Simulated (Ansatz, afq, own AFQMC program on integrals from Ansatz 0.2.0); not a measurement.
# HBrCl (doublet): quantum Monte Carlo beside coupled cluster at distance Br1–H2 along a hydrogen transfer = 1.654 Å, cc-pVTZ

How near does AFQMC come to the top of the ladder for HBrCl (doublet)?

The runs use Ansatz 0.2.0, Gaussian basis, and an in-house AFQMC program (afq) on its integrals; all values are calculated; cc-pVTZ, frozen cores.

To be run: CCSD(T) on UHF; PBE (unrestricted); r2SCAN (unrestricted); CCSDT(Q) on UHF; PBE0 (unrestricted); B3LYP (unrestricted); wB97M-V (unrestricted); B2PLYP (unrestricted); Phaseless AFQMC, CISD trial on UHF.

## Step 1: The system

The geometry derives from fragments relaxed apart (PBE0/def2-TZVP) and kept rigid, so it is no stationary point. A hydrogen atom is moved between rigid fragments. No spin-orbit coupling is included. The filled d shell of Br may be among the frozen orbitals whatever the setting's name suggests; the logs give the count.

3 atoms, charge 0, spin multiplicity 2.

Atoms are counted from 1 here; the program's logs count them from 0.

Bond lengths: Br1–H2 1.654 Å, H2–Cl3 1.525 Å. Angles: Br1–H2–Cl3 180.0°.

## Step 2: CCSD(T) on UHF

in.yaml reads:

```yaml
crystal:
  periodic: [false, false, false]
  atoms:
    - {symbol: Br, position_ang: [0.000000, 0.000000, -1.611000]}
    - {symbol: H, position_ang: [0.000000, 0.000000, 0.043000]}
    - {symbol: Cl, position_ang: [0.000000, 0.000000, 1.568000]}
basis:
  gaussian: {orbitals: cc-pVTZ}
magnetization: {spin_polarized: true, initial_magnetization: 1}
correlation: {method: ccsd_t, electrons: outside_noble_gas, hamiltonian_folder: ham}
```

On the command line:

```sh
> ansatz run in.yaml --threads 1 --pin off --events-out ev --progress --plain --max-ram 15360MiB --backend cuda --devices 0, --max-vram 18GiB
```

What it wrote (excerpt; [...] marks lines left out):

```text
Functional definition: HF
  name "HF"
  cite "Fock, Z. Phys. 61, 126 (1930) doi:10.1007/BF01340294"
  parent pbe
[...]
559 factors; integrals over basis functions are off by at most 1.3e-3 eV
[...]
mean field -82518.71333884 eV, -3032.5067820094 hartree, gradient 1.7e-6 eV, S^2 0.815846; 11 other end points of the search recorded, 0 dependent functions left out
determinant -82518.71333884 eV, -3032.5067820094 hartree, with singles and doubles -82529.35148457 eV, -3032.8977266542 hartree
determinant -82518.42324112 eV, -3032.4961211150 hartree, with singles and doubles -82528.97152401 eV, -3032.8837633614 hartree
determinant -82517.94231569 eV, -3032.4784474313 hartree, with singles and doubles -82528.42901199 eV, -3032.8638264123 hartree
determinant -82518.71333884 eV, -3032.5067820094 hartree, with singles and doubles -82529.35184675 eV, -3032.8977399644 hartree
determinant -82518.42324112 eV, -3032.4961211150 hartree, with singles and doubles -82528.98066845 eV, -3032.8840994133 hartree
19 core orbitals not correlated: weight in the atoms' cores, before any rotation towards them, 1.000 or more for the frozen orbitals, at most 0.000 for the correlated occupied ones
reference -82518.71333884 eV, -3032.5067820094 hartree; 8, 7 occupied and 64, 65 virtual orbitals, 559 factors
second order -9.54067534 eV of doubles, -0.00000000 eV of singles
cycle   1  -10.63849863 eV  change    9.3e-6 eV  update   2.1e-6
perturbative correction -0.41238318 eV, -0.0151548024 hartree
Total energy: -82529.76422065 eV, -3032.9128944255 hartree
```

Run time: 10 s. Hardware: 1 × NVIDIA H100 80GB HBM3 with 1 thread of AMD EPYC 7R13 (Zen 3), shared host; peak host memory 1.7 GiB.

From the report: ⟨S²⟩ of the determinant 0.816 (pure doublet: 0.75); correlation -11.0509 eV; T1 0.015; largest double amplitude 0.07.

This run also writes the integrals to the folder ham.

## Step 3: PBE (unrestricted)

Changes to in.yaml since step 2:

```diff
@@ -9,2 +9,3 @@
 magnetization: {spin_polarized: true, initial_magnetization: 1}
-correlation: {method: ccsd_t, electrons: outside_noble_gas, hamiltonian_folder: ham}
+hamiltonian: {xc: {name: PBE}}
+output: {orbitals: {seedname: orbitals}}
```

On the command line:

```sh
> ansatz run in.yaml --threads 1 --pin off --events-out ev --progress --plain --max-ram 5120MiB --backend cpu
```

What it wrote (excerpt; [...] marks lines left out):

```text
Functional definition: PBE
  name "PBE"
  cite "Perdew, Burke & Ernzerhof, Phys. Rev. Lett. 77, 3865 (1996) doi:10.1103/PhysRevLett.77.3865"
  parent pbe
[...]
707 factors; their error is unknown
[...]
mean field -82570.08647981 eV, -3034.3947101183 hartree, gradient 7.5e-6 eV, S^2 0.751609; 11 other end points of the search recorded, 0 dependent functions left out
reference -82570.08650912 eV, -3034.3947111955 hartree; 27, 26 occupied and 64, 65 virtual orbitals, 707 factors
Total energy: -82570.08650912 eV, -3034.3947111955 hartree
```

It took 11 s on 1 thread of AMD EPYC 7R13 (Zen 3), shared host; peak memory 1.7 GiB.

From the report: ⟨S²⟩ of the determinant 0.752 (pure doublet: 0.75).

## Step 4: r2SCAN (unrestricted)

Changes to in.yaml since step 3:

```diff
@@ -9,3 +9,2 @@
 magnetization: {spin_polarized: true, initial_magnetization: 1}
-hamiltonian: {xc: {name: PBE}}
-output: {orbitals: {seedname: orbitals}}
+hamiltonian: {xc: {name: r2SCAN}}
```

Same command.

What it wrote (excerpt; [...] marks lines left out):

```text
Functional definition: r2SCAN
  name "r2SCAN"
  cite "Furness, Kaplan, Ning, Perdew & Sun, J. Phys. Chem. Lett. 11, 8208 (2020) doi:10.1021/acs.jpclett.0c02405"
  cite "Furness, Kaplan, Ning, Perdew & Sun, J. Phys. Chem. Lett. 11, 9248 (2020) doi:10.1021/acs.jpclett.0c03077"
  parent r2scan
[...]
707 factors; their error is unknown
[...]
mean field -82584.32092523 eV, -3034.9178163391 hartree, gradient 4.2e-6 eV, S^2 0.757052; 17 other end points of the search recorded, 0 dependent functions left out
reference -82584.32093350 eV, -3034.9178166429 hartree; 27, 26 occupied and 64, 65 virtual orbitals, 707 factors
Total energy: -82584.32093350 eV, -3034.9178166429 hartree
```

Wall time 38 s (1 thread of AMD EPYC 7R13 (Zen 3), shared host); peak memory 1.7 GiB.

From the report: ⟨S²⟩ of the determinant 0.757 (pure doublet: 0.75).

## Step 5: CCSDT(Q) on UHF

Changes to in.yaml since step 4:

```diff
@@ -9,2 +9,2 @@
 magnetization: {spin_polarized: true, initial_magnetization: 1}
-hamiltonian: {xc: {name: r2SCAN}}
+correlation: {method: ccsdt_q, electrons: outside_noble_gas}
```

On the command line:

```sh
> ansatz run in.yaml --threads 1 --pin off --events-out ev --progress --plain --max-ram 15360MiB --backend cuda --devices 0, --max-vram 18GiB
```

What it wrote (excerpt; [...] marks lines left out):

```text
Functional definition: HF
  name "HF"
  cite "Fock, Z. Phys. 61, 126 (1930) doi:10.1007/BF01340294"
  parent pbe
[...]
1007 factors; integrals over basis functions are off by at most 2.2e-7 eV
[...]
mean field -82518.71335592 eV, -3032.5067826372 hartree, gradient 1.7e-6 eV, S^2 0.815846; 9 other end points of the search recorded, 0 dependent functions left out
determinant -82518.71335592 eV, -3032.5067826372 hartree, with singles and doubles -82529.35150201 eV, -3032.8977272952 hartree
determinant -82518.42326003 eV, -3032.4961218099 hartree, with singles and doubles -82528.97154353 eV, -3032.8837640785 hartree
determinant -82517.94233525 eV, -3032.4784481501 hartree, with singles and doubles -82528.42903153 eV, -3032.8638271302 hartree
determinant -82518.71335592 eV, -3032.5067826372 hartree, with singles and doubles -82529.35186392 eV, -3032.8977405951 hartree
determinant -82518.42326003 eV, -3032.4961218099 hartree, with singles and doubles -82528.98068758 eV, -3032.8841001161 hartree
19 core orbitals not correlated: weight in the atoms' cores, before any rotation towards them, 1.000 or more for the frozen orbitals, at most 0.000 for the correlated occupied ones
reference -82518.71335592 eV, -3032.5067826372 hartree; 8, 7 occupied and 64, 65 virtual orbitals, 1007 factors
second order -9.54071488 eV of doubles, -0.00000000 eV of singles
cycle   1  -10.31237605 eV  change   -7.7e-1 eV  update   8.3e-2
[...]
cycle  15  -11.08483008 eV  change    1.9e-7 eV  update   6.1e-7
perturbative correction -0.01901348 eV, -0.0006987324 hartree
Total energy: -82529.81719947 eV, -3032.9148413613 hartree
```

Run time: 40 s. Hardware: 1 × NVIDIA H100 80GB HBM3 with 1 thread of AMD EPYC 7R13 (Zen 3), shared host; peak host memory 1.7 GiB.

From the report: ⟨S²⟩ of the determinant 0.816 (pure doublet: 0.75); correlation -11.1038 eV; T1 0.016; largest double amplitude 0.08.

## Step 6: PBE0 (unrestricted)

Changes to in.yaml since step 5:

```diff
@@ -9,2 +9,3 @@
 magnetization: {spin_polarized: true, initial_magnetization: 1}
-correlation: {method: ccsdt_q, electrons: outside_noble_gas}
+hamiltonian: {xc: {name: PBE0}}
+output: {orbitals: {seedname: orbitals}}
```

On the command line:

```sh
> ansatz run in.yaml --threads 1 --pin off --events-out ev --progress --plain --max-ram 5120MiB --backend cpu
```

What it wrote (excerpt; [...] marks lines left out):

```text
Functional definition: PBE0
  name "PBE0"
  cite "Adamo & Barone, J. Chem. Phys. 110, 6158 (1999) doi:10.1063/1.478522"
  cite "Perdew, Burke & Ernzerhof, Phys. Rev. Lett. 77, 3865 (1996) doi:10.1103/PhysRevLett.77.3865"
  parent pbe
[...]
559 factors; integrals over basis functions are off by at most 1.3e-3 eV
[...]
mean field -82573.32421705 eV, -3034.5136947672 hartree, gradient 5.7e-6 eV, S^2 0.760579; 3 other end points of the search recorded, 0 dependent functions left out
reference -82573.32423876 eV, -3034.5136955651 hartree; 27, 26 occupied and 64, 65 virtual orbitals, 559 factors
Total energy: -82573.32423876 eV, -3034.5136955651 hartree
```

It took 9.5 s on 1 thread of AMD EPYC 7R13 (Zen 3), shared host; peak memory 1.7 GiB.

From the report: ⟨S²⟩ of the determinant 0.761 (pure doublet: 0.75).

## Step 7: B3LYP (unrestricted)

Changes to in.yaml since step 6:

```diff
@@ -9,3 +9,2 @@
 magnetization: {spin_polarized: true, initial_magnetization: 1}
-hamiltonian: {xc: {name: PBE0}}
-output: {orbitals: {seedname: orbitals}}
+hamiltonian: {xc: {name: B3LYP}}
```

Launched as before.

What it wrote (excerpt; [...] marks lines left out):

```text
Functional definition: B3LYP
  name "B3LYP"
  cite "Stephens, Devlin, Chabalowski & Frisch, J. Phys. Chem. 98, 11623 (1994) doi:10.1021/j100096a001"
  cite "Becke, Phys. Rev. A 38, 3098 (1988) doi:10.1103/PhysRevA.38.3098"
  cite "Lee, Yang & Parr, Phys. Rev. B 37, 785 (1988) doi:10.1103/PhysRevB.37.785"
  cite "Vosko, Wilk & Nusair, Can. J. Phys. 58, 1200 (1980) doi:10.1139/p80-159"
[...]
559 factors; integrals over basis functions are off by at most 1.3e-3 eV
[...]
mean field -82586.91032999 eV, -3035.0129752088 hartree, gradient 4.1e-6 eV, S^2 0.757828; 6 other end points of the search recorded, 0 dependent functions left out
reference -82586.91053821 eV, -3035.0129828608 hartree; 27, 26 occupied and 64, 65 virtual orbitals, 559 factors
Total energy: -82586.91053821 eV, -3035.0129828608 hartree
```

Run time: 11 s. Hardware: 1 thread of AMD EPYC 7R13 (Zen 3), shared host; peak memory 1.7 GiB.

From the report: ⟨S²⟩ of the determinant 0.758 (pure doublet: 0.75).

## Step 8: wB97M-V (unrestricted)

Changes to in.yaml since step 7:

```diff
@@ -9,2 +9,3 @@
 magnetization: {spin_polarized: true, initial_magnetization: 1}
-hamiltonian: {xc: {name: B3LYP}}
+hamiltonian: {xc: {name: wB97M-V}}
+output: {orbitals: {seedname: orbitals}}
```

The command is unchanged.

What it wrote (excerpt; [...] marks lines left out):

```text
Functional definition: wB97M-V
  name "wB97M-V"
  cite "Mardirossian & Head-Gordon, J. Chem. Phys. 144, 214110 (2016) doi:10.1063/1.4952647"
  cite "Becke, J. Chem. Phys. 107, 8554 (1997) doi:10.1063/1.475007"
  cite "Vydrov & Van Voorhis, J. Chem. Phys. 133, 244103 (2010) doi:10.1063/1.3521275"
  # Of w^i u^j: cxij and so on, Table III.
[...]
  gx(w, u) = 1 - cx + cx01*u + cx10*w
  gss(w, u) = css00 + css04*u^4 + css10*w + css20*w^2 + css43*w^4*u^3
  gos(w, u) = cos00 + cos10*w + (cos20 + cos21*u)*w^2 + (cos60 + cos61*u)*w^6
[...]
      + integral(e_c_pw_mod_opposite_spin*gos(b97_w_opposite, b97_u_opposite)) + vv10(b, c)
559 factors; integrals over basis functions are off by at most 1.3e-3 eV
111 factors; integrals over basis functions are off by at most 8.7e-5 eV
[...]
mean field -82580.78930110 eV, -3034.7880315460 hartree, gradient 1.2e-5 eV, S^2 0.761504; 2 other end points of the search recorded, 0 dependent functions left out
reference -82580.78933162 eV, -3034.7880326676 hartree; 27, 26 occupied and 64, 65 virtual orbitals, 559 factors
Total energy: -82580.78933162 eV, -3034.7880326676 hartree
```

It took 14 s on 1 thread of AMD EPYC 7R13 (Zen 3), shared host; peak memory 1.7 GiB.

From the report: ⟨S²⟩ of the determinant 0.762 (pure doublet: 0.75).

## Step 9: B2PLYP (unrestricted)

Changes to in.yaml since step 8:

```diff
@@ -9,3 +9,3 @@
 magnetization: {spin_polarized: true, initial_magnetization: 1}
-hamiltonian: {xc: {name: wB97M-V}}
-output: {orbitals: {seedname: orbitals}}
+hamiltonian: {xc: {name: B2PLYP}}
+correlation: {electrons: outside_noble_gas}
```

The command is unchanged.

What it wrote (excerpt; [...] marks lines left out):

```text
Functional definition: B2PLYP
  name "B2PLYP"
  cite "Grimme, J. Chem. Phys. 124, 034108 (2006) doi:10.1063/1.2148954"
  cite "Becke, Phys. Rev. A 38, 3098 (1988) doi:10.1103/PhysRevA.38.3098"
  cite "Lee, Yang & Parr, Phys. Rev. B 37, 785 (1988) doi:10.1103/PhysRevB.37.785"
[...]
559 factors; integrals over basis functions are off by at most 1.3e-3 eV
[...]
mean field -82567.42320719 eV, -3034.2968366545 hartree, gradient 6.9e-7 eV, S^2 0.774345; 7 other end points of the search recorded, 0 dependent functions left out
19 core orbitals not correlated: weight in the atoms' cores, before any rotation towards them, 1.000 or more for the frozen orbitals, at most 0.000 for the correlated occupied ones
reference -82567.42334045 eV, -3034.2968415520 hartree; 8, 7 occupied and 64, 65 virtual orbitals, 559 factors
second order -11.71655055 eV of doubles, -0.00000000 eV of singles
Total energy: -82570.58680910 eV, -3034.4130968806 hartree
```

Run time: 15 s. Hardware: 1 thread of AMD EPYC 7R13 (Zen 3), shared host; peak memory 1.7 GiB.

From the report: ⟨S²⟩ of the determinant 0.774 (pure doublet: 0.75).

## Step 10: Phaseless AFQMC, CISD trial on UHF

It reads the integrals that the CCSD(T) run on this determinant wrote.

On the command line:

```sh
> afq ham --method phaseless --trial cisd --walkers 2500 --populations 20 --least-time 60 --time-step 0.005 --steps-per-block 50 --equilibration-blocks 28 --max-blocks 4000 --target-error 0.00023 --factor-cut 1e-05 --start spin_pure --seed 4151 --release-times 0.24,0.51,0.99,1.5 --release-step 0.03 --release-every 4 --taylor-order 6
```

What it wrote:

```text
orbitals 72  electrons 8 7  factors 490 of 559
reference energy -3032.50678201 Eh
CCSD correlation -0.39095747 Eh in 10 cycles, weight of the determinant in the CISD state 0.8490
energy of the start -3032.893038 Eh
 block  time / (1/Eh)  mean weight  energy / Eh
     1     0.250  0.9995  -3032.888580
     2     0.500  1.0000  -3032.895322
     3     0.750  0.9998  -3032.901389
     4     1.000  0.9998  -3032.905929
     5     1.250  0.9998  -3032.907145
     6     1.500  0.9999  -3032.909134
     7     1.750  1.0000  -3032.911082
     8     2.000  0.9999  -3032.913038
     9     2.250  1.0003  -3032.913648
    10     2.500  1.0000  -3032.913666
    11     2.750  0.9998  -3032.914449
    12     3.000  1.0000  -3032.914760
    13     3.250  1.0003  -3032.915147
    14     3.500  0.9998  -3032.915017
    15     3.750  0.9998  -3032.914998
    16     4.000  1.0000  -3032.914218
    17     4.250  0.9997  -3032.913697
    18     4.500  0.9999  -3032.913705
    19     4.750  1.0004  -3032.913809
    20     5.000  0.9994  -3032.913887
    21     5.250  0.9998  -3032.914417
    22     5.500  0.9999  -3032.915809
    23     5.750  0.9997  -3032.914940
    24     6.000  1.0004  -3032.915165
    25     6.250  0.9996  -3032.914634
    26     6.500  1.0000  -3032.914602
    27     6.750  1.0002  -3032.914823
    28     7.000  1.0002  -3032.914624
    29     7.250  1.0003  -3032.915092
    30     7.500  0.9995  -3032.914788
    31     7.750  0.9996  -3032.914387
    32     8.000  0.9995  -3032.914150
    33     8.250  0.9999  -3032.914325
    34     8.500  1.0008  -3032.913959
    35     8.750  0.9997  -3032.913602
    36     9.000  1.0000  -3032.914284
    37     9.250  1.0001  -3032.913961
    38     9.500  1.0002  -3032.913633
    39     9.750  0.9997  -3032.914138
    40    10.000  0.9996  -3032.913423
    41    10.250  1.0002  -3032.913150
    42    10.500  1.0002  -3032.913520
    43    10.750  0.9998  -3032.913794
    44    11.000  0.9994  -3032.913048
    45    11.250  1.0002  -3032.912869
    46    11.500  1.0003  -3032.914592
    47    11.750  0.9999  -3032.915399
    48    12.000  0.9997  -3032.914579
    49    12.250  1.0000  -3032.914159
    50    12.500  1.0004  -3032.915445
    51    12.750  1.0000  -3032.913344
    52    13.000  1.0001  -3032.913393
    53    13.250  1.0001  -3032.912414
    54    13.500  1.0002  -3032.913095
    55    13.750  0.9998  -3032.914208
    56    14.000  0.9999  -3032.907775
    57    14.250  1.0000  -3032.913331
    58    14.500  1.0001  -3032.913281
    59    14.750  0.9995  -3032.912638
    60    15.000  0.9997  -3032.913103
    61    15.250  1.0003  -3032.913771
    62    15.500  0.9996  -3032.913689
    63    15.750  0.9999  -3032.913237
    64    16.000  1.0005  -3032.912853
    65    16.250  0.9999  -3032.912496
    66    16.500  0.9998  -3032.913852
    67    16.750  0.9996  -3032.912607
    68    17.000  1.0003  -3032.913486
    69    17.250  1.0001  -3032.913045
    70    17.500  1.0001  -3032.914576
    71    17.750  1.0002  -3032.913915
    72    18.000  1.0000  -3032.913191
    73    18.250  1.0007  -3032.912412
    74    18.500  1.0000  -3032.913034
    75    18.750  0.9995  -3032.912894
    76    19.000  1.0001  -3032.913508
    77    19.250  0.9997  -3032.913387
    78    19.500  0.9997  -3032.914757
error from the spread of 20 populations
released: time / (1/Eh)  energy / Eh  error  mean overlap
  0.24  -3032.914056  0.000236  0.9982
  0.51  -3032.914561  0.000191  0.9934
  0.99  -3032.914447  0.000211  0.9948
  1.50  -3032.914362  0.000397  0.9972
energy -3032.913552 +/- 0.000223 Eh
```

Run time: 1.7 min. Hardware: 1 × NVIDIA H100 80GB HBM3 with 2 threads of AMD EPYC 7R13 (Zen 3), shared host; peak host memory 1.7 GiB.

Energy -82529.7821 ± 0.0061 eV. Caveats: constraint bias not in the error.

## Step 11: AFQMC on the ladder

On the UHF determinant, counted from CCSDT(Q) (a yardstick, not exact):

| level | energy (eV) | from CCSDT(Q) (kcal/mol) | statistical error (kcal/mol) | time |
| --- | --- | --- | --- | --- |
| HF | -82518.7133 | +256.06 |  |  |
| MP2 | -82528.2540 | +36.05 |  |  |
| CCSD | -82529.3518 | +10.73 |  |  |
| CCSD(T) | -82529.7642 | +1.22 |  |  |
| CCSDT(Q) | -82529.8172 | 0.00 |  |  |
| Phaseless AFQMC, CISD trial, step 0.005, 2500 walkers | -82529.7821 | +0.81 | 0.14 | 1.7 min |

The functionals' totals stand on their own zeros and serve differences with other points: PBE -82570.087 eV; r2SCAN -82584.321 eV; PBE0 -82573.324 eV; B3LYP -82586.911 eV; wB97M-V -82580.789 eV; B2PLYP -82570.587 eV.

## Step 12: What came out

```
                                        quantity                  value
                    CCSD(T) on UHF from CCSDT(Q)         +1.22 kcal/mol
Phaseless AFQMC, CISD trial on UHF from CCSDT(Q)  +0.81 ± 0.14 kcal/mol
```

What this shows: On UHF the phaseless walk with the CISD trial lies +0.81 kcal/mol from CCSDT(Q), 6 times its error bar. Error bars are statistical and leave out the constraint, the time step and what remains of the start.
